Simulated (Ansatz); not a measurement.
# CaZrF4: the cost of one run

Program: Ansatz 0.2.0. Level of theory: DFT PBE, scalar-relativistic, plane waves, PAW. These are calculated values, not measurements.

1 further run of the same task is left out (it didn't finish).

### Step 1. The starting structure

It takes space group F-43m (No. 216, cubic). Conventional cell: a = 7.055 Å, b = 7.055 Å, c = 7.055 Å, α = 90.00°, β = 90.00°, γ = 90.00°. Around Ca (site symmetry -43m) lie 12 F at 2.92 Å and 4 Zr at 3.06 Å. Around Zr (site symmetry -43m) lie 12 F at 2.93 Å and 4 Ca at 3.06 Å. Around F (site symmetry 3m) lie 6 F at 2.49 to 2.50 Å and 3 Ca at 2.92 Å and 3 Zr at 2.93 Å.

Structure file:

```
Ca Zr F
1.0
     0.00000    3.52770    3.52770
     3.52770    0.00000    3.52770
     3.52770    3.52770    0.00000
Ca Zr F
1 1 4
Direct
  0.50000 0.50000 0.50000
  0.25000 0.25000 0.25000
  0.87487 0.37538 0.87487
  0.37538 0.87487 0.87487
  0.87487 0.87487 0.87487
  0.87487 0.87487 0.37538
```

The cell is invented: species swapped into a database cell of SmYCo4 (F-43m, No. 216), with Zr on the Sm sites, Ca on the Y sites and F on the Co sites. Lengths come from tabulated atomic sizes and are only a guess.

### Step 2. Probe: one point on a coarse mesh

input.yaml reads:

```yaml
crystal:
  lattice:
    - [0.0, 3.52769535, 3.52769535]
    - [3.52769535, 0.0, 3.52769535]
    - [3.52769535, 3.52769535, 0.0]
  atoms:
    - { symbol: Ca, position: [0.5, 0.5, 0.5] }
    - { symbol: Zr, position: [0.25, 0.25, 0.25] }
    - { symbol: F, position: [0.87487299, 0.37538102, 0.87487299] }
    - { symbol: F, position: [0.37538102, 0.87487299, 0.87487299] }
    - { symbol: F, position: [0.87487299, 0.87487299, 0.87487299] }
    - { symbol: F, position: [0.87487299, 0.87487299, 0.37538102] }
basis:
  ecutwfc: 420
kpoints:
  mp_grid: { grid: [4, 4, 4] }
hamiltonian:
  xc: pbe
scf:
  occupations: { method: gaussian, width: 0.1 }
  lower_state_search: "off"
output:
  forces: true
  stress: true
  eigenvalues: true
```

Launch:

```console
$ ansatz run input.yaml --threads 1 --pin off --max-ram 2048MiB --backend cpu --events-out ev --progress --plain --runs-dir out
```

Q: Estimate wall time and peak memory on 1 thread of Arm Neoverse V1, shared host.

About 2.5 s, with a peak of 0.31 GiB.
